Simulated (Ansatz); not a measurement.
# GeHPSi: the cost of one run

Method: cc-pVDZ, all electrons in the functionals, frozen cores in the correlation of double hybrids and RPA; program: Ansatz 0.2.0, Gaussian basis.

Plan: wB97M-V, B2PLYP, RPA-PBE, at charge 0, triplet; charge 0, singlet; charge 0, quintet; charge 1, doublet; charge 1, quartet; displaced geometry v1; displaced geometry v2 (not every functional at every point).

39 further runs of the same task are left out: 27 that didn't finish, 12 set aside as unsound or not needed.

### Step 1. What is computed

The geometry is a PBE0/def2-TZVP stationary point (not a proven minimum). No spin-orbit coupling is included. The filled d shell of Ge may be among the frozen orbitals whatever the setting's name suggests; the logs give the count.

4 atoms, charge 0, spin multiplicity 3.

Atoms are counted from 1 here; the program's logs count them from 0.

Bond lengths: Ge1–Si2 2.295 Å, Si2–P3 2.078 Å, P3–H4 1.435 Å. Angles: Ge1–Si2–P3 176.1°, Si2–P3–H4 83.2°.

No dispersion term is added; wB97M-V holds VV10 nonlocal correlation.

The geometry shown and the zero of energy belong to the point charge 0, triplet. The yardstick, RCCSDT(Q), and other wave-function levels (R restricted, U unrestricted, valence and pair active spaces) come from earlier runs.

### Step 2. wB97M-V, charge 0, triplet

in.yaml reads:

```yaml
crystal:
  periodic: [false, false, false]
  atoms:
    - {symbol: Ge, position_ang: [-0.000001, -0.318403, 2.736058]}
    - {symbol: Si, position_ang: [0.000005, -0.293052, 0.441608]}
    - {symbol: P, position_ang: [-0.000002, -0.410479, -1.633446]}
    - {symbol: H, position_ang: [-0.000003, 1.021934, -1.544221]}
basis:
  gaussian: {orbitals: cc-pVDZ}
magnetization: {spin_polarized: true, initial_magnetization: 2}
hamiltonian: {xc: {name: wB97M-V}}
output: {orbitals: {seedname: orbitals}}
```

On the command line:

```console
ansatz run in.yaml --threads 1 --pin off --events-out ev --progress --plain --max-ram 2393MiB
```

What time and memory should one allow on 1 thread of Intel Xeon at 2.50GHz, shared host?

About 33 s, with a peak of 0.34 GiB.
